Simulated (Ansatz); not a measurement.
I need a convergence test of the k-point mesh of La₃Zn, space group Pm-3m. Use the Ansatz DFT code, driven from Python. Level of theory (first run): PBEsol, PAW, cutoff 435 eV, 2×2×2 k-points, Fermi-Dirac smearing of 0.1 eV. The script varies mesh: (2, 2, 2), (3, 3, 3), (4, 4, 4), (5, 5, 5), (6, 6, 6).

```
CELL_PARAMETERS angstrom
4.96366 0.00000 0.00000
0.00000 4.96366 0.00000
0.00000 0.00000 4.96366
ATOMIC_POSITIONS crystal
La 0.00000 0.50000 0.50000
La 0.50000 0.00000 0.50000
La 0.50000 0.50000 0.00000
Zn 0.00000 0.00000 0.00000
```

Script `kconv_la3zn.py`:
```python
"""k-point test for La3Zn."""

import ansatz
import matplotlib.pyplot as plt

cell = (
    ansatz.Lattice.cubic(4.963663)
    .space_group(221)
    .atom("La", (0.0, 0.5, 0.5))
    .atom("Zn", (0.0, 0.0, 0.0))
)

calc = (
    cell.calculation()
    .functional("pbesol")
    .basis(16 * ansatz.Ha)
    .occupations("fermi_dirac", width=0.1)
)

rows = []
for value in [(2, 2, 2), (3, 3, 3), (4, 4, 4), (5, 5, 5), (6, 6, 6)]:
    summary = calc.kpoints(mesh=value).run(threads=1).report
    rows.append((value, summary["free_energy_ev"] / len(summary["lattice"]["sites"]), summary["n_iterations"], summary["n_kpoints"]))

print("        mesh   F/atom (eV)    iterations      k-points")
for row in rows:
    print(f"{str(row[0]):>12s}  {row[1]:12.5f}  {row[2]:12d}  {row[3]:12d}")

# differences from the last row
for row in rows[:-1]:
    shift = 1000 * (row[1] - rows[-1][1])
    print(f"{row[0]}: {shift:+.2f} meV/atom" + ("  (within 2 meV)" if abs(shift) < 2 else ""))
plt.figure(figsize=(4.5, 3))
plt.plot([str(row[0]) for row in rows], [1000 * (row[1] - rows[-1][1]) for row in rows], "o-")
plt.xlabel("mesh")
plt.ylabel("F - F(last) (meV/atom)")
plt.tight_layout()
plt.savefig("kconv.png", dpi=100)
```

`python kconv_la3zn.py` gives:
```text
        mesh   F/atom (eV)    iterations      k-points
   (2, 2, 2)   -5441.33062             8             4
   (3, 3, 3)   -5441.27208             7             4
   (4, 4, 4)   -5441.26056             7            10
   (5, 5, 5)   -5441.25225             7            10
   (6, 6, 6)   -5441.24967             8            20
(2, 2, 2): -80.95 meV/atom
(3, 3, 3): -22.41 meV/atom
(4, 4, 4): -10.89 meV/atom
(5, 5, 5): -2.58 meV/atom
```

What to keep in mind:
- The structure comes from a database of computed cells and needn't be a stable or known phase.
- Shifts are counted from the finest mesh, which is itself no proven limit.
- Hardware and time: 13 s on 1 thread of Arm Neoverse V1 (shared host), peak memory 0.5 GiB.
